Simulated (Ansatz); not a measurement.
# ZnRe3: the cost of one run

Method: DFT PBE, scalar-relativistic, plane waves, PAW, in Ansatz 0.2.0.

## 1. Starting point

The structure is cubic, space group Fm-3m (No. 225). The conventional cell has a = 6.229 Å, b = 6.229 Å, c = 6.229 Å, α = 90.00°, β = 90.00°, γ = 90.00°. Mg (site symmetry m-3m) has 8 Re at 2.70 Å as nearest neighbours. Re (site symmetry -43m) is surrounded by 4 Mg at 2.70 Å and 4 Re at 2.70 Å. Re (site symmetry m-3m) is surrounded by 8 Re at 2.70 Å.

As a file:

```
Mg Re
1.0
     0.00000    3.11453    3.11453
     3.11453    0.00000    3.11453
     3.11453    3.11453    0.00000
Mg Re
1 3
Direct
  0.00000 0.00000 0.00000
  0.25000 0.25000 0.25000
  0.50000 0.50000 0.50000
  0.75000 0.75000 0.75000
```

The structure comes from the Materials Project (structure only).

## 2. Substitution of an element, cell strained: Mg → Zn, first probe

The change: Zn takes all sites of Mg, and lengths are scaled by 0.981 as a first guess of the size; strain xx, yy, zz, yz, xz, xy = +1.8, +1.8, +1.8, +0.0, +0.0, +0.0 %.

The input, input.yaml:

```yaml
crystal:
  lattice:
    - [0.0, 3.1093121409, 3.1093121409]
    - [3.1093121409, 0.0, 3.1093121409]
    - [3.1093121409, 3.1093121409, 0.0]
  atoms:
    - { symbol: Zn, position: [0.0, 0.0, 0.0] }
    - { symbol: Re, position: [0.25, 0.25, 0.25] }
    - { symbol: Re, position: [0.5, 0.5, 0.5] }
    - { symbol: Re, position: [0.75, 0.75, 0.75] }
basis:
  ecutwfc: 420
kpoints:
  mp_grid: { grid: [6, 6, 6] }
hamiltonian:
  xc: pbe
scf:
  occupations: { method: gaussian, width: 0.1 }
output:
  forces: true
  stress: true
  eigenvalues: true
```

Run with:

```sh
$ ansatz run input.yaml --threads 1 --pin off --max-ram 1331MiB --backend cpu --events-out ev --progress --plain --runs-dir out
```

What time and memory should one allow on 1 thread of an x86-64 CPU, shared host?

About 1.6 s, with a peak of 0.39 GiB.
